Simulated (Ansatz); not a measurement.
C₂H₆GeOSi, SMILES [OH][GeH2][C]#C[SiH3], a ladder of methods at one geometry

Program: Ansatz's Python interface.

The cells in order, each with its output:

**Cell 1**
```python
from pathlib import Path

import ansatz as az
import numpy as np
```

**Cell 2**
```python
geometry_ang = [
    ("O", (-2.5293, -1.2601, 1.4016)),
    ("Ge", (-0.816, -1.5055, 1.4098)),
    ("C", (0.0002, -0.3289, 0.1734)),
    ("C", (0.6444, 0.4265, -0.5949)),
    ("Si", (1.3814, 1.5331, -1.7818)),
    ("H", (-2.6838, -0.2759, 1.7301)),
    ("H", (-0.2354, -1.2421, 2.8406)),
    ("H", (-0.4843, -2.9522, 0.9951)),
    ("H", (1.1827, 2.9468, -1.2849)),
    ("H", (2.821, 1.2447, -1.7889)),
    ("H", (0.7845, 1.3566, -3.0795)),
]
system = az.Crystal.molecule()
for symbol, xyz in geometry_ang:
    system = system.atom(symbol, xyz)
```

**Cell 3**
```python
setup = system.calculation().basis(gaussian="def2-SVP")
```

**Cell 4**
```python
print("functional    E (Ha)        dipole (D)   HOMO (eV)  LUMO (eV)")
for name in ["hse06", "revpbe", "cam_b3lyp", "lda", "r2scan0"]:
    report = setup.functional(name).forces().orbitals().run(threads=1, runs_dir="runs").report
    lines = Path(report["orbitals_path"]).read_text().splitlines()
    field_of = lambda key: [line.split("=")[1].strip() for line in lines if line.startswith(key)]
    orbitals = [(27.211386 * float(e), s, float(n)) for e, s, n in zip(field_of("Ene="), field_of("Spin="), field_of("Occup="))]
    homo = max(e for e, _, n in orbitals if n > 0.5)
    lumo = min(e for e, _, n in orbitals if n < 0.5)
    dipole = 4.803205 * np.linalg.norm(report["charge_distribution"]["dipole_moment_e_ang"])
    print(f"{name:10s} {report['free_energy_ev'] / 27.211386246:14.6f} {dipole:9.3f} {homo:11.3f} {lumo:10.3f}")
```
Output:
```text
functional    E (Ha)        dipole (D)   HOMO (eV)  LUMO (eV)
hse06        -2520.431729     1.176      -7.579     -1.295
revpbe       -2520.743502     1.070      -6.693     -1.686
cam_b3lyp    -2521.061515     1.188      -9.233      0.239
lda          -2515.390669     1.193      -6.826     -1.958
r2scan0      -2520.845352     1.207      -8.177     -0.835
```

Total energies depend on the basis set; only differences at equal settings carry meaning. The geometry is a force-field or estimated start, not a minimum of this method, and the basis set is short of its limit. A lower total doesn't mark the better method: functionals have no common bound, and MP2 and coupled cluster aren't variational. Levels such as HOMO and LUMO are orbital energies: with these approximate functionals they aren't the ionisation energy and electron affinity, and their gap isn't the fundamental gap. hse06 follows the composition of plane-wave codes, whose totals differ by tens of mHa, up to about 0.1 Ha, from the form usual in Gaussian-basis programs (wpbeh). Run time: 27 s on 1 thread of Arm Neoverse V2, with other jobs on the host, peak memory 0.4 GiB.
